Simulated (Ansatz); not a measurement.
# C6H11F6N2Sb (1-ethyl-3-methylimidazolium hexafluoroantimonate): the cost of one run

Method: the settings change from run to run; program: Ansatz 0.2.0, Gaussian basis.

6 further runs of the same task are left out: 4 that didn't finish, 2 set aside as unsound or not needed.

## Step 1: The molecule

An earlier PBE-D4/def2-SVP relaxation fixed the geometry. Sb takes a core potential in def2 sets; no spin-orbit term is included.

SMILES `CCn1cc[n+](C)c1.[F][Sb-]([F])([F])([F])([F])[F]`, 26 atoms, charge 0, spin multiplicity 1.

Atoms are counted from 1 here; the program's logs count them from 0.

Bond lengths: C1–C2 1.525 Å, C1–H9 1.108 Å, C1–H10 1.109 Å, C1–H11 1.109 Å, C2–N3 1.471 Å, C2–H12 1.108 Å, C2–H13 1.108 Å, N3–C4 1.385 Å, N3–C8 1.343 Å, C4–C5 1.375 Å, C4–H14 1.094 Å, C5–N6 1.385 Å, C5–H15 1.094 Å, N6–C7 1.462 Å, N6–C8 1.343 Å, C7–H16 1.107 Å, C7–H17 1.105 Å, C7–H18 1.107 Å and more. Angles: C2–C1–H9 109.5°, C2–C1–H10 112.0°, C2–C1–H11 111.1°, H9–C1–H10 108.0°, H9–C1–H11 107.7°, H10–C1–H11 108.4°, C1–C2–N3 112.6°, C1–C2–H12 112.3°, C1–C2–H13 111.6°, N3–C2–H12 105.8°, N3–C2–H13 106.6°, H12–C2–H13 107.5°, C2–N3–C4 127.0°, C2–N3–C8 124.3°, C4–N3–C8 108.7°, N3–C4–C5 106.9°, N3–C4–H14 122.1°, C5–C4–H14 131.0° and more.

Geometry (Å):

```xyz
26
C6H11F6N2Sb
C     3.12232    1.21659    0.43731
C     2.28497   -0.05566    0.35879
N     0.96052    0.09971    0.98089
C     0.63084   -0.12863    2.30698
C    -0.71715    0.11281    2.43108
N    -1.17573    0.49625    1.18221
C    -2.57030    0.69831    0.79232
C    -0.14585    0.47984    0.32051
H     4.10472    1.04310   -0.04389
H     3.30531    1.52888    1.48574
H     2.62855    2.05366   -0.09611
H     2.09178   -0.36904   -0.68655
H     2.78018   -0.90258    0.87439
H     1.37185   -0.45287    3.04332
H    -1.38321    0.02946    3.29470
H    -3.11026   -0.26324    0.88564
H    -2.58851    0.99513   -0.27192
H    -3.03211    1.47309    1.43385
H    -0.22646    0.68803   -0.75545
F    -0.86848   -0.78220   -4.44739
Sb   -1.21043   -1.29640   -2.61970
F    -3.08795   -1.60148   -2.95345
F    -1.60503    0.60233   -2.16363
F    -0.71993   -3.13549   -2.93622
F    -1.49517   -1.68368   -0.71095
F     0.65553   -0.84591   -2.14245
```

## Step 2: r2SCAN0/def2-SVPD

This run has a point charge of 2.00 e beside it.

Input file in.yaml:

```yaml
crystal:
  periodic: [false, false, false]
  atoms:
    - {symbol: C, position_ang: [3.122321, 1.216589, 0.437313]}
    - {symbol: C, position_ang: [2.284966, -0.055661, 0.358787]}
    - {symbol: N, position_ang: [0.960521, 0.099706, 0.980888]}
    - {symbol: C, position_ang: [0.630838, -0.128631, 2.306982]}
    - {symbol: C, position_ang: [-0.717154, 0.112811, 2.431083]}
    - {symbol: N, position_ang: [-1.175726, 0.496246, 1.182212]}
    - {symbol: C, position_ang: [-2.570305, 0.698307, 0.792324]}
    - {symbol: C, position_ang: [-0.145851, 0.479836, 0.320514]}
    - {symbol: H, position_ang: [4.104718, 1.043095, -0.043894]}
    - {symbol: H, position_ang: [3.305314, 1.528876, 1.485735]}
    - {symbol: H, position_ang: [2.628546, 2.053663, -0.096112]}
    - {symbol: H, position_ang: [2.091778, -0.369043, -0.686552]}
    - {symbol: H, position_ang: [2.780185, -0.902576, 0.874386]}
    - {symbol: H, position_ang: [1.371853, -0.452873, 3.043325]}
    - {symbol: H, position_ang: [-1.383211, 0.029460, 3.294705]}
    - {symbol: H, position_ang: [-3.110264, -0.263239, 0.885638]}
    - {symbol: H, position_ang: [-2.588513, 0.995127, -0.271915]}
    - {symbol: H, position_ang: [-3.032110, 1.473088, 1.433849]}
    - {symbol: H, position_ang: [-0.226457, 0.688032, -0.755452]}
    - {symbol: F, position_ang: [-0.868484, -0.782197, -4.447394]}
    - {symbol: Sb, position_ang: [-1.210427, -1.296401, -2.619704]}
    - {symbol: F, position_ang: [-3.087946, -1.601483, -2.953453]}
    - {symbol: F, position_ang: [-1.605034, 0.602329, -2.163631]}
    - {symbol: F, position_ang: [-0.719929, -3.135494, -2.936223]}
    - {symbol: F, position_ang: [-1.495170, -1.683675, -0.710951]}
    - {symbol: F, position_ang: [0.655530, -0.845911, -2.142449]}
basis:
  gaussian: {orbitals: def2-SVPD, point_charges: [{charge: 2.00, position_ang: [7.631, 0.298, -0.936]}]}
hamiltonian: {xc: {name: r2SCAN0}}
scf: {omitted_lower_state_checks: [starts]}
output: {forces: true}
```

The run is started by

```bash
$ ansatz run in.yaml --threads 4 --pin off --events-out ev --progress --plain --max-ram 6963MiB
```

What time and memory should one allow on 4 threads of Arm Neoverse V2, shared host?

About 53 s, with a peak of 1.9 GiB.
